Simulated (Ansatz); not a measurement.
# CH₃NOSi: small, medium and large basis sets

Aim: see how fast density functionals converge with the basis set for CH₃NOSi.

The runs use Ansatz 0.2.0, Gaussian basis; one geometry, several basis sets.

The runs, in order: PBE0-D4/def2-SVP; ωB97M-V/def2-SVP; PBE0-D4/def2-QZVPP; ωB97M-V/def2-QZVPP; the functionals' def2-TZVPP values are taken from earlier runs.

### Step 1. Structure used throughout

All runs share one geometry, relaxed beforehand with PBE0-D4/def2-TZVP.

SMILES `O[SiH]1C=N1`, 7 atoms, charge 0, spin multiplicity 1.

Atoms are counted from 1 here; the program's logs count them from 0.

Bond lengths: O1–Si2 1.630 Å, O1–H5 0.959 Å, Si2–C3 1.763 Å, Si2–N4 1.764 Å, Si2–H6 1.466 Å, C3–N4 1.292 Å, C3–H7 1.093 Å. Angles: Si2–O1–H5 118.2°, O1–Si2–C3 125.9°, O1–Si2–N4 121.7°, O1–Si2–H6 106.7°, C3–Si2–N4 43.0°, C3–Si2–H6 125.1°, N4–Si2–H6 120.7°, Si2–C3–N4 68.6°, Si2–C3–H7 164.3°, N4–C3–H7 127.0°, Si2–N4–C3 68.4°.

Coordinates:

```xyz
7
CH3NOSi
O    -0.9573    1.0896   -1.0047
Si   -0.0112    0.5517    0.2088
C     0.7968   -1.0135    0.2746
N    -0.2874   -1.0119    0.9780
H    -1.3116    0.4471   -1.6223
H     0.3583    1.7247    1.0075
H     1.4739   -1.8557    0.1125
```

### Step 2. PBE0-D4 in def2-SVP

The input, in.yaml:

```yaml
crystal:
  periodic: [false, false, false]
  atoms:
    - {symbol: O, position_ang: [-0.957331, 1.089631, -1.004716]}
    - {symbol: Si, position_ang: [-0.011209, 0.551706, 0.208791]}
    - {symbol: C, position_ang: [0.796751, -1.013501, 0.274587]}
    - {symbol: N, position_ang: [-0.287427, -1.011863, 0.978033]}
    - {symbol: H, position_ang: [-1.311645, 0.447071, -1.622313]}
    - {symbol: H, position_ang: [0.358257, 1.724688, 1.007453]}
    - {symbol: H, position_ang: [1.473905, -1.855731, 0.112466]}
basis:
  gaussian: {orbitals: def2-SVP}
hamiltonian: {xc: pbe0, dispersion: d4}
output: {orbitals: {seedname: orbitals}}
```

Run with:

```
> ansatz run in.yaml --threads 2 --pin off --events-out ev --progress --plain --max-ram 4352MiB
```

The runs that follow: ωB97M-V in def2-SVP; PBE0-D4 in def2-QZVPP; ωB97M-V in def2-QZVPP.

Q: Predict the results of all the runs planned. Wanted: PBE0-D4: double and triple zeta above quadruple; ωB97M-V: double and triple zeta above quadruple.

The runs gave:

| quantity | value |
| --- | --- |
| PBE0-D4: double and triple zeta above quadruple | 9.11, 0.55 eV |
| ωB97M-V: double and triple zeta above quadruple | 9.24, 0.51 eV |

For PBE0-D4 the step from double to triple zeta gains 8.56 eV and the next only 0.55 eV. These are total energies; as a rule much of such shifts cancels in differences, which this series doesn't test. The LUMO of ωB97M-V is positive and keeps falling with the basis (1.86 to 1.21 eV): an unbound level that the basis holds in place.
